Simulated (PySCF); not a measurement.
# [(Cl)3Hf]2O: geometry, NMR shifts and electronic excitations

Wanted: the NMR shifts and electronic excitations of [(Cl)3Hf]2O, by calculation.

The runs use PySCF 2.14.0, with density-fitted response routines of our own; the level of theory stands in each step. All values are computed, except where a source is named. Atoms are numbered from 0 throughout.

## 1. The starting structure

9 atoms, charge 0, multiplicity 1; geometry from: GFN1-xTB. The atoms were then displaced at random by about 0.03 Å, so the start is not that level's minimum.

Bonds of the start (Å): Hf0–Cl1 2.40, Hf0–Cl2 2.24, Hf0–Cl3 2.33, Hf0–O4 1.83, O4–Hf5 1.90, Hf5–Cl6 2.34, Hf5–Cl7 2.27, Hf5–Cl8 2.28.

## 2. Relaxing the molecule at PBE0-D3(BJ)/def2-SVP

The job: settings as JSON, then the geometry in Å.

```
{"job": {"xc": "PBE0", "basis": "def2-SVP", "d3": "d3bj", "grid": 1, "maxiter": 40, "shake": 0.03, "kind": "geom"}, "charge": 0, "multiplicity": 1}
Hf    -1.048710    -1.059410    -1.126540
Cl    -3.127170     0.101000    -1.394900
Cl    -1.549760    -3.065640    -0.261530
Cl    -0.012700    -1.211750    -3.204650
O     -0.003310    -0.019210    -0.038070
Hf     1.100340     0.996460     1.128590
Cl     3.262710     0.098910     1.103470
Cl     0.332410     0.902710     3.262170
Cl     1.178910     3.187500     0.505790
```

Started as:

```console
> OMP_NUM_THREADS=1 python probes_run.py task.json out
```

The driver reads the jobs from task.json and runs them one after another.

**Question.** This job is followed by: GIAO PBE0/pcSseg-1 Hf:def2-TZVP NMR shielding, non-relativistic, gas phase; TDDFT CAM-B3LYP/def2-SVPD, vertical, gas phase, core orbitals frozen in the response; GIAO B3LYP/pcSseg-1 Hf:def2-TZVP NMR shielding, non-relativistic, gas phase. Predict these results of the whole session: point group; rotational constants (main isotopes); ³⁵Cl shifts against HCl (PBE0/def2-TZVP+pcSseg-1, means over atoms taken as alike); ¹⁷O shifts against H2O (PBE0/def2-TZVP+pcSseg-1); surface potential, 1st and 99th percentile; lowest singlet (CAM-B3LYP/def2-SVPD); brightest single state of those computed; lowest triplet; vertical ionisation energy (ΔSCF); vertical electron affinity (ΔSCF); range of the shift of O4.

The runs gave:

```
                                                                          quantity                        value
                                                                       point group                           D3
                                              rotational constants (main isotopes)         0.49, 0.15, 0.15 GHz
³⁵Cl shifts against HCl (PBE0/def2-TZVP+pcSseg-1, means over atoms taken as alike)                      428 ppm
                                  ¹⁷O shifts against H2O (PBE0/def2-TZVP+pcSseg-1)                    502.7 ppm
                                             surface potential, 1st and 99th percentile           -0.08 V and 2.95 V
                                              lowest singlet (CAM-B3LYP/def2-SVPD)  6.50 eV (191 nm), f = 0.003
                                          brightest single state of those computed  state 7, 6.69 eV, f = 0.104
                                                                    lowest triplet                      6.19 eV
                                                 vertical ionisation energy (ΔSCF)                     11.87 eV
                                                 vertical electron affinity (ΔSCF)                      0.92 eV
                                                          range of the shift of O4           502.7 to 512.3 ppm
```

What this shows: The start was shaken at random, so part of the energy gained undoes that. The optimisation took 32 steps and gained 0.428 eV; among the close pairs (by a distance rule), Hf0–O4 changed most, from 1.833 to 1.927 Å. No frequency check was run at this level, so the end point may be a saddle. At PBE0/def2-TZVP+pcSseg-1: The widest tensor belongs to Cl1, Cl2, Cl3, Cl6, Cl7, Cl8: span 817 ppm, with a paramagnetic part of -634 ppm. The lowest singlet, at 6.50 eV, is HOMO→LUMO 0.17, HOMO−1→LUMO 0.16 and is weak; of the 10 states computed, the strongest absorption comes from state 7 at 6.69 eV. The lowest triplet lies 0.32 eV below the lowest singlet (triplets in Tamm-Dancoff, singlets in full TDDFT). Spin-orbit coupling, left out, mixes singlets and triplets in elements this heavy. ΔSCF puts the ionisation energy at 11.87 eV, 0.78 eV above −ε(HOMO). In this run the hole sits in HOMO−2, not in the HOMO; unless the two are degenerate, this need not be the first ionisation. Across the 2 runs the shift of O4 moves most, between 502.7 (PBE0/def2-TZVP+pcSseg-1) and 512.3 ppm (B3LYP/def2-TZVP+pcSseg-1). Spin-orbit coupling is left out, which matters for shieldings and couplings at and beside the heavy atoms.
